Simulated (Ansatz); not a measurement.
# ZnPt: a single-point run

The task is a single-point run on ZnPt. The structure is shown as the input types it.

Program: Ansatz 0.2.0. Level of theory: Kohn-Sham DFT, with the functional, basis and potentials that each input names (as first typed). These are calculated values, not measurements.

### Step 1. The structure to begin with

The structure is tetragonal, space group P4/mmm (No. 123). Conventional cell: a = 2.835 Å, b = 2.835 Å, c = 3.471 Å, α = 90.00°, β = 90.00°, γ = 90.00°. Zn (site symmetry 4/mmm) has 8 Pt at 2.65 Å and 4 Zn at 2.84 Å as nearest neighbours. Pt (site symmetry 4/mmm) has 8 Zn at 2.65 Å and 4 Pt at 2.84 Å as nearest neighbours.

As a file:

```
CELL_PARAMETERS angstrom
2.83544 0.00000 0.00000
0.00000 2.83544 0.00000
0.00000 0.00000 3.47140
ATOMIC_POSITIONS crystal
Zn 0.50000 0.50000 0.50000
Pt 0.00000 0.00000 0.00000
```

### Step 2. The run

input.yaml reads:

```yaml
crystal:
  lattice:
    - [2.83543838771, 0.0, 0.0]
    - [0.0, 2.83543838771, 0.0]
    - [0.0, 0.0, 3.47140300461]
  atoms:
    - { symbol: Zn, position: [0.5, 0.5, 0.5] }
    - { symbol: Pt, position: [0.0, 0.0, 0.0] }
kpoints:
  mp_grid: { grid: [12, 12, 10] }
scf:
  occupations: { method: fermi_dirac, width: 0.05 }
  max_iter: 80
hamiltonian:
  xc: pbesol
  pseudopotentials: { kind: paw }
  hubbard: { sites: [{ species: Zn, l: f, u_eff: 4.0 }] }
output:
  forces: true
  stress: true
  eigenvalues: true
  eigenstates:
    nscf_kmesh: { grid: [20, 20, 16] }
    de_dk: true
    e_range: [-14, 14]
  optics:
    e_range: [0, 20]
    de: 0.2
    sigma: 0.2
    bands: { spectra_wanted_up_to: 20 }
    nscf_kmesh: { grid: [20, 20, 16] }
    drude_damping: 0.03
checkpoint:
  write: ck
  write_wavefunctions: false
```

Run with:

```sh
ansatz run input.yaml --threads 1 --pin off --max-ram 3072MiB --backend cpu --events-out ev --progress --plain --runs-dir out
```

Q: Will this input give a usable result? If not, why, and what should change?

Nothing was computed: the input was turned down at the start. The line that matters: «inconsistent input (hamiltonian.hubbard.sites[].l, hamiltonian.hubbard.sites[].shell): the file of Zn doesn't list 4f, and it can't be added: PBE doesn't bind the shell 4f of the free atom, whose level lies at +1.11 eV ...»

Look at the input: hamiltonian.hubbard.sites is [{species: Zn, l: f, u_eff: 4.0}]. There is no such shell to put a U on.

The cure: delete hamiltonian.hubbard.sites.
